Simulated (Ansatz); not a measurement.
**C3H3BF2O2: how energies converge with the basis set**

The task here is to estimate one member of a computed series from the others.

The runs use Ansatz 0.2.0, Gaussian basis; one geometry, several basis sets.

The runs, in order: PBE0-D4/def2-SVP; ωB97M-V/def2-SVP; PBE0-D4/def2-QZVPP; ωB97M-V/def2-QZVPP; the functionals' def2-TZVPP values are taken from earlier runs.

## Structure used throughout

All runs share one geometry, relaxed beforehand with PBE0-D4 in a triple-zeta def2 set.

SMILES `F[B-]1(F)OC=CC=[O+]1`, 11 atoms, charge 0, spin multiplicity 1.

Atoms are counted from 1 here; the program's logs count them from 0.

Bond lengths: F1–B2 1.354 Å, B2–F3 1.353 Å, B2–O4 1.523 Å, B2–O8 1.523 Å, O4–C5 1.269 Å, C5–C6 1.383 Å, C5–H9 1.090 Å, C6–C7 1.383 Å, C6–H10 1.079 Å, C7–O8 1.269 Å, C7–H11 1.090 Å. Angles: F1–B2–F3 115.8°, F1–B2–O4 108.0°, F1–B2–O8 108.0°, F3–B2–O4 108.1°, F3–B2–O8 108.1°, O4–B2–O8 108.6°, B2–O4–C5 123.1°, O4–C5–C6 124.0°, O4–C5–H9 115.0°, C6–C5–H9 121.0°, C5–C6–C7 117.2°, C5–C6–H10 121.4°, C7–C6–H10 121.4°, C6–C7–O8 124.0°, C6–C7–H11 121.0°, O8–C7–H11 115.0°, B2–O8–C7 123.1°.

The first run:

in.yaml

```yaml
crystal:
  periodic: [false, false, false]
  atoms:
    - {symbol: F, position_ang: [-0.664312, -2.268996, 0.849018]}
    - {symbol: B, position_ang: [0.242495, -1.263539, 0.834924]}
    - {symbol: F, position_ang: [1.345484, -1.453672, 1.595353]}
    - {symbol: O, position_ang: [-0.451318, 0.003292, 1.316889]}
    - {symbol: C, position_ang: [-0.633124, 1.018665, 0.577838]}
    - {symbol: C, position_ang: [-0.210922, 1.102930, -0.736791]}
    - {symbol: C, position_ang: [0.457784, 0.009258, -1.256702]}
    - {symbol: O, position_ang: [0.691390, -1.054163, -0.604927]}
    - {symbol: H, position_ang: [-1.154938, 1.848799, 1.055083]}
    - {symbol: H, position_ang: [-0.386555, 1.987734, -1.328078]}
    - {symbol: H, position_ang: [0.829416, 0.012692, -2.281906]}
basis:
  gaussian: {orbitals: def2-SVP}
hamiltonian: {xc: pbe0, dispersion: d4}
output: {orbitals: {seedname: orbitals}}
```

Command:

```
ansatz run in.yaml --threads 4 --pin off --events-out ev --progress --plain --max-ram 11315MiB
```

Among the steps run: PBE0-D4 in def2-SVP; ωB97M-V in def2-SVP; PBE0-D4 in def2-QZVPP; ωB97M-V in def2-QZVPP.

One table of the session follows, with a row left open; its other results are not shown here.

It belongs to the step «Density functionals: the series». 

```
functional       basis  HOMO (eV)  LUMO (eV)
   PBE0-D4    def2-SVP      -8.30      -2.76
   PBE0-D4  def2-TZVPP      -8.31      -2.82
   PBE0-D4  def2-QZVPP      -8.33      -2.85
   ωB97M-V    def2-SVP     -10.42      -0.54
   ωB97M-V  def2-TZVPP          ?          ?
   ωB97M-V  def2-QZVPP     -10.47      -0.70
```

Estimate the missing values for ωB97M-V, def2-TZVPP.

As computed: HOMO (eV): -10.45; LUMO (eV): -0.64. In the column «HOMO (eV)» it lies between ωB97M-V, def2-QZVPP (-10.47) and ωB97M-V, def2-SVP (-10.42).
